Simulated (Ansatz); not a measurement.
# CH₇InOSi: vertical ionisation energy

The task here is to estimate one member of a computed series from the others.

Method: unrestricted cation, the program's frozen cores in correlated methods; program: Ansatz 0.2.0, Gaussian basis.

Levels to be run: UKS PBE-D4/def2-TZVPP; UKS r2SCAN-D4/def2-TZVPP; UKS PBE0-D4/def2-TZVPP; UKS B3LYP-D4/def2-TZVPP; UKS wB97X-V/def2-TZVPP; UKS wB97M-V/def2-TZVPP; UKS B2PLYP/def2-TZVPP; UHF-CCSD(T)/def2-TZVPP; UHF-MP2/def2-QZVPP; extrapolation to the limit; then −ε(HOMO) from the neutral's earlier runs with LDA (SPW92), PBE-D4, revPBE-D4, BLYP-D4, r2SCAN-D4, B97M-V, PBE0-D4, B3LYP-D4, r2SCANh-D4, r2SCAN0-D4, HSE06-D4, BHLYP-D4, CAM-B3LYP-D4, LC-ωPBE, ωB97X-V, ωB97M-V.

## The geometry

An earlier PBE0-D4 in a triple-zeta def2 set relaxation fixed the geometry. In takes the def2 core potential; no spin-orbit term is included.

SMILES `[CH3][InH][O][SiH3]`, 11 atoms, charge 0, spin multiplicity 1.

Atoms are counted from 1 here; the program's logs count them from 0.

Bond lengths: C1–In2 2.133 Å, C1–H5 1.091 Å, C1–H6 1.092 Å, C1–H7 1.089 Å, In2–O3 2.006 Å, In2–H8 1.705 Å, O3–Si4 1.619 Å, Si4–H9 1.490 Å, Si4–H10 1.493 Å, Si4–H11 1.497 Å. Angles: In2–C1–H5 108.8°, In2–C1–H6 108.8°, In2–C1–H7 112.1°, H5–C1–H6 108.2°, H5–C1–H7 109.7°, H6–C1–H7 109.2°, C1–In2–O3 110.7°, C1–In2–H8 140.1°, O3–In2–H8 109.2°, In2–O3–Si4 137.4°, O3–Si4–H9 110.7°, O3–Si4–H10 111.7°, O3–Si4–H11 112.0°, H9–Si4–H10 107.9°, H9–Si4–H11 107.6°, H10–Si4–H11 106.8°.

Set-up of the first run:

in.yaml

```yaml
crystal:
  periodic: [false, false, false]
  atoms:
    - {symbol: C, position_ang: [-1.416557, 1.321539, -0.597390]}
    - {symbol: In, position_ang: [-1.121392, 0.127796, 1.144896]}
    - {symbol: O, position_ang: [0.574738, -0.932766, 1.000619]}
    - {symbol: Si, position_ang: [1.748010, -1.162131, -0.090787]}
    - {symbol: H, position_ang: [-1.294187, 0.691707, -1.479536]}
    - {symbol: H, position_ang: [-0.650033, 2.098159, -0.624778]}
    - {symbol: H, position_ang: [-2.400172, 1.788646, -0.612562]}
    - {symbol: H, position_ang: [-1.869131, -0.211996, 2.638672]}
    - {symbol: H, position_ang: [2.334484, -2.524675, 0.046617]}
    - {symbol: H, position_ang: [2.851846, -0.168944, 0.068039]}
    - {symbol: H, position_ang: [1.242394, -1.027335, -1.493799]}
basis:
  gaussian: {orbitals: def2-TZVPP}
total_charge: 1
magnetization: {spin_polarized: true, initial_magnetization: 1}
hamiltonian: {xc: pbe, dispersion: d4}
```

Run with:

```bash
$ ansatz run in.yaml --threads 2 --pin off --events-out ev --progress --plain --max-ram 22528MiB --backend cpu
```

Steps of the session up to this table: Cation, UKS PBE-D4/def2-TZVPP; Cation, UKS r2SCAN-D4/def2-TZVPP; Cation, UKS PBE0-D4/def2-TZVPP; Cation, UKS B3LYP-D4/def2-TZVPP; Cation, UKS wB97X-V/def2-TZVPP; Cation, UKS wB97M-V/def2-TZVPP; Cation, UKS B2PLYP (frozen core)/def2-TZVPP; Cation, UHF-CCSD(T)/def2-TZVPP; Cation, UHF-MP2/def2-QZVPP.

One of the session's tables, all rows but one given; the rest of the session is left out.

For comparison, −ε(HOMO) of the neutral from earlier runs:

| functional | −ε(HOMO) (eV) |
| --- | --- |
| LDA (SPW92) | 6.54 |
| PBE-D4 | 6.40 |
| revPBE-D4 | 6.34 |
| BLYP-D4 | 6.30 |
| r2SCAN-D4 | 6.69 |
| B97M-V | 6.82 |
| PBE0-D4 | 7.73 |
| B3LYP-D4 | 7.52 |
| r2SCANh-D4 | ? |
| r2SCAN0-D4 | 7.94 |
| HSE06-D4 | 7.33 |
| BHLYP-D4 | 8.96 |
| CAM-B3LYP-D4 | 9.10 |
| LC-ωPBE | 10.42 |
| ωB97X-V | 10.09 |
| ωB97M-V | 9.98 |

Q: Estimate the row for r2SCANh-D4 from the others.

Worked estimate for «−ε(HOMO) (eV)». Against the share of exact exchange, r2SCAN-D4 (0, 6.69), r2SCAN0-D4 (0.25, 7.94) give a slope of 5.00 per unit share; at 0.1 the line stands at 7.19.

**Answer.** −ε(HOMO) (eV): 7.19. In «−ε(HOMO) (eV)» the line misses by 0.00.

Caveats from the session: The cation may have settled in a state other than its lowest; no search over hole states beyond the program's own was made.
